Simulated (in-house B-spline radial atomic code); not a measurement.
**Tb⁶⁺: binding energies from hole states**

Aim: binding energies of the shells of Tb⁶⁺, from runs with electrons taken out, set against the orbital energies of the parent.

The numbers are computed with in-house B-spline radial atomic code version 1 (Dirac-Hartree-Fock, average of configuration, Fermi nucleus, basis-set limit), except any that are marked as measured or tabulated.

## Step 1: What is computed

```
element       : terbium (Z = 65)
charge        : +6
electrons     : 59
configuration : [Kr] 4d10 4f8 5s2 5p3
Hamiltonian   : Dirac-Coulomb
nucleus       : Fermi, rms radius 5.060 fm
```

Outer shells as boxes (Hund's rule):

[Kr] 4d10 4f8 5s2 5p3
```
[Kr] core
4d [↑↓][↑↓][↑↓][↑↓][↑↓]
4f [↑↓][↑ ][↑ ][↑ ][↑ ][↑ ][↑ ]
5s [↑↓]
5p [↑ ][↑ ][↑ ]
```

The boxes draw the filling by Hund's rule, which heavy ions in jj coupling don't follow; these runs average over all states of the configuration.

Settings of the run:

```ini
Z = 65
electrons = 59.0
configuration = [Kr] 4d10 4f8 5s2 5p3
hamiltonian = dirac
method = hf
spin_polarised = False
nucleus = fermi
rms_radius = 5.06
mass_number = 159
atomic_mass = 158.925353707
speed_of_light = 137.035999084
```

This reference run was done before. Its total energy is -11703.202467 hartree, and its levels are (the highest eight at most):

```
orbital  occupation  energy (eV)  <r> (bohr)
  4p3/2           4      -388.07      0.5820
  4d3/2           4      -255.57      0.6157
  4d5/2           6      -249.06      0.6261
  5s1/2           2      -129.84       1.267
  5p1/2           1      -106.99       1.372
  5p3/2           2      -101.30       1.436
  4f5/2     3.42857      -95.124      0.7635
  4f7/2     4.57143      -94.263      0.7711
```

## Step 2: The 3p3/2 hole

In configurations, a minus sign after the shell means j = l − 1/2 and a plus sign j = l + 1/2; the count of electrons follows.

Settings of the run:

```ini
Z = 65
electrons = 58.0
configuration = 1s2 2s2 2p6 3s2 3p-2 3p+3 3d10 4s2 4p6 4d10 4f8 5s2 5p3
hamiltonian = dirac
method = hf
spin_polarised = False
nucleus = fermi
rms_radius = 5.06
mass_number = 159
atomic_mass = 158.925353707
speed_of_light = 137.035999084
```

## Step 3: The 3d3/2 hole

The settings differ from step 2 so:

```diff
@@ -2,3 +2,3 @@
 electrons = 58.0
-configuration = 1s2 2s2 2p6 3s2 3p-2 3p+3 3d10 4s2 4p6 4d10 4f8 5s2 5p3
+configuration = 1s2 2s2 2p6 3s2 3p6 3d-3 3d+6 4s2 4p6 4d10 4f8 5s2 5p3
 hamiltonian = dirac
```

## Step 4: The 3d5/2 hole

The settings differ from step 3 so:

```diff
@@ -2,3 +2,3 @@
 electrons = 58.0
-configuration = 1s2 2s2 2p6 3s2 3p6 3d-3 3d+6 4s2 4p6 4d10 4f8 5s2 5p3
+configuration = 1s2 2s2 2p6 3s2 3p6 3d-4 3d+5 4s2 4p6 4d10 4f8 5s2 5p3
 hamiltonian = dirac
```

## Step 5: The 4s hole

The settings differ from step 4 so:

```diff
@@ -2,3 +2,3 @@
 electrons = 58.0
-configuration = 1s2 2s2 2p6 3s2 3p6 3d-4 3d+5 4s2 4p6 4d10 4f8 5s2 5p3
+configuration = 1s2 2s2 2p6 3s2 3p6 3d10 4s1 4p6 4d10 4f8 5s2 5p3
 hamiltonian = dirac
```

## Step 6: The 4p1/2 hole

The settings differ from step 5 so:

```diff
@@ -2,3 +2,3 @@
 electrons = 58.0
-configuration = 1s2 2s2 2p6 3s2 3p6 3d10 4s1 4p6 4d10 4f8 5s2 5p3
+configuration = 1s2 2s2 2p6 3s2 3p6 3d10 4s2 4p-1 4p+4 4d10 4f8 5s2 5p3
 hamiltonian = dirac
```

## Step 7: The 4p3/2 hole

The settings differ from step 6 so:

```diff
@@ -2,3 +2,3 @@
 electrons = 58.0
-configuration = 1s2 2s2 2p6 3s2 3p6 3d10 4s2 4p-1 4p+4 4d10 4f8 5s2 5p3
+configuration = 1s2 2s2 2p6 3s2 3p6 3d10 4s2 4p-2 4p+3 4d10 4f8 5s2 5p3
 hamiltonian = dirac
```

What does each hole state cost in eV, and how does that compare with the orbital energies or single holes?

**Answer**, as computed:

| hole | ΔSCF (eV) | with Breit, QED, recoil (eV) | −ε of the parent (eV) | −ε less ΔSCF (eV) |
| --- | --- | --- | --- | --- |
| 3p3/2 | 1706.76 | 1703.88 | 1728.10 | 21.33 |
| 3d3/2 | 1366.66 | 1364.98 | 1390.13 | 23.47 |
| 3d5/2 | 1333.10 | 1332.08 | 1356.18 | 23.08 |
| 4s | 496.03 | 494.93 | 503.45 | 7.42 |
| 4p1/2 | 415.77 | 414.86 | 423.48 | 7.71 |
| 4p3/2 | 381.49 | 380.97 | 388.07 | 6.58 |

Every ΔSCF value lies below −ε, since the other electrons relax into the hole: by 21.3 eV for 3p3/2 and 6.58 eV for 4p3/2. The spin-orbit splitting of the 3d hole is 32.90 eV with those corrections. Two partly filled shells share a symmetry and can mix in the average, which may lower the energy, in these hole states: 3p3/2; 4p1/2; 4p3/2. Values are for the free ion, measured from the vacuum level.
